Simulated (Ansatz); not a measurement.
Turn this script for Ansatz's Python interface into the input file that the command-line program reads.

The cells in order, each with its output:

```python
import warnings

import ansatz as az
from ase import Atoms
from ase.neighborlist import neighbor_list
import numpy as np

XC = "PBE"
CUTOFF = 420
N_STEPS = 15
TEMPERATURE_K = 300

warnings.simplefilter("ignore", az.DeckWarning)
```

```python
atoms = Atoms(
    ["B", "P"],
    scaled_positions=[
        [0.0, 0.0, 0.0],
        [0.25, 0.25, 0.25],
    ],
    cell=[
        [0.0, 2.269, 2.269],
        [2.269, 0.0, 2.269],
        [2.269, 2.269, 0.0],
    ],
    pbc=True,
)
system = az.Crystal.from_ase(atoms)
```

```python
len(system.resolved().sites)
```

    2

```python
# a coarse mesh keeps each step cheap
calculation = (
    system.supercell(2, 2, 1).calculation()
    .functional(XC)
    .pseudopotentials("paw")
    .basis(CUTOFF)
    .kpoints(3)
    .occupations(az.OccupationsMethod.FIXED)
    .md("nve", timestep=3.0, steps=N_STEPS, temperature=TEMPERATURE_K, initial_velocities="maxwell_boltzmann", seed=572)
)
steps = []
```

```python
def collect(event):
    if event["event"] == "md_step":
        steps.append(event["data"])
```

```python
res = calculation.session().plan().execute(on_event=collect)
summary = res.report
```

```python
type(res).__name__, type(summary).__name__
```

    ('RunOutcome', 'dict')

```python
summary["mixing_algorithm"], summary["preconditioner"], summary["eigensolver"]
```

    ('MSR1', 'none', 'band_cg')

```python
for s in steps[::1]:
    print("%3d %7.1f fs  total %.4f eV  T %6.1f K" % (s["step"], s["time_fs"], s["lagrangian_ev"] + s["e_kin_ev"], s["temperature_k"]))
```

      0     0.0 fs  total -3649.0475 eV  T  300.0 K
      1     3.0 fs  total -3649.0462 eV  T  258.9 K
      2     6.0 fs  total -3649.0422 eV  T  165.0 K
      3     9.0 fs  total -3649.0386 eV  T   82.5 K
      4    12.0 fs  total -3649.0386 eV  T   67.5 K
      5    15.0 fs  total -3649.0419 eV  T  120.8 K
      6    18.0 fs  total -3649.0454 eV  T  190.9 K
      7    21.0 fs  total -3649.0466 eV  T  220.1 K
      8    24.0 fs  total -3649.0450 eV  T  187.0 K
      9    27.0 fs  total -3649.0420 eV  T  115.5 K
     10    30.0 fs  total -3649.0397 eV  T   52.9 K
     11    33.0 fs  total -3649.0392 eV  T   38.0 K
     12    36.0 fs  total -3649.0409 eV  T   78.4 K
     13    39.0 fs  total -3649.0435 eV  T  147.6 K
     14    42.0 fs  total -3649.0455 eV  T  203.4 K
     15    45.0 fs  total -3649.0457 eV  T  213.1 K

```python
temperature = np.array([s["temperature_k"] for s in steps])
print(f"mean temperature of the second half {temperature[len(steps) // 2 :].mean():.1f} K")
```

    mean temperature of the second half 129.5 K

```python
with open("trajectory.xyz", "w") as handle:
    for s in steps[::5]:
        handle.write(f"{len(s['positions_ang'])}\nt = {s['time_fs']} fs\n")
        for site, xyz in zip(res.lattice.sites, s["positions_ang"]):
            handle.write("{} {:.4f} {:.4f} {:.4f}\n".format(site.symbol, *xyz))
```

```python
kept = np.array([s["conserved_ev"] for s in steps], float)
print(f"conserved quantity (thermostat and barostat terms included) drifts by {1000 * (kept[-1] - kept[0]) / len(res.lattice.sites):+.3f} meV/atom")
```

    conserved quantity (thermostat and barostat terms included) drifts by +0.233 meV/atom

```python
symbols = [site.symbol for site in res.lattice.sites]
pairs = np.concatenate([neighbor_list("d", Atoms(symbols, positions=s["positions_ang"], cell=res.lattice.cell_ang, pbc=True), 4.5) for s in steps[len(steps) // 2 :]])
counts, edges = np.histogram(pairs, bins=np.arange(0.5, 4.51, 0.25))
for low, count in zip(edges, counts / (len(symbols) * len(steps[len(steps) // 2 :]))):
    print(f"{low:4.2f}-{low + 0.25:4.2f} A  {count:6.2f} neighbours an atom")
```

    0.50-0.75 A    0.00 neighbours an atom
    0.75-1.00 A    0.00 neighbours an atom
    1.00-1.25 A    0.00 neighbours an atom
    1.25-1.50 A    0.00 neighbours an atom
    1.50-1.75 A    0.00 neighbours an atom
    1.75-2.00 A    3.47 neighbours an atom
    2.00-2.25 A    0.53 neighbours an atom
    2.25-2.50 A    0.00 neighbours an atom
    2.50-2.75 A    0.00 neighbours an atom
    2.75-3.00 A    0.00 neighbours an atom
    3.00-3.25 A   10.06 neighbours an atom
    3.25-3.50 A    1.94 neighbours an atom
    3.50-3.75 A    4.28 neighbours an atom
    3.75-4.00 A    7.72 neighbours an atom
    4.00-4.25 A    0.00 neighbours an atom
    4.25-4.50 A    1.34 neighbours an atom

`input.yaml`:
```yaml
crystal:
  lattice:
    - [0.0, 2.269, 2.269]
    - [2.269, 0.0, 2.269]
    - [2.269, 2.269, 0.0]
  atoms:
    - { symbol: B, position: [0.0, 0.0, 0.0] }
    - { symbol: P, position: [0.25, 0.25, 0.25] }
  supercell: [2, 2, 1]
basis:
  ecutwfc: 420.0
kpoints:
  mp_grid:
    grid: [3, 3, 3]
hamiltonian:
  xc: pbe
  pseudopotentials:
    kind: paw
scf:
  occupations:
    method: fixed
md:
  timestep: 3.0
  n_steps: 15
  ensemble: nve
  temperature: 300.0
  initial_velocities: maxwell_boltzmann
  seed: 572
```

Notes:
- Total energies depend on the potentials; only differences at equal settings carry meaning.
- The starting cell is as deposited in a crystallographic database; the results hold for this polymorph, which needn't be the stable one.
- A small cell, a coarse mesh and a very short run: it shows the set-up and gives no equilibrium averages.
- It ran for 41 s on 1 thread of Arm Neoverse V1, on a shared host, peak memory 0.42 GiB.

(Lines on the test bed's own set-up are left out of the output.)
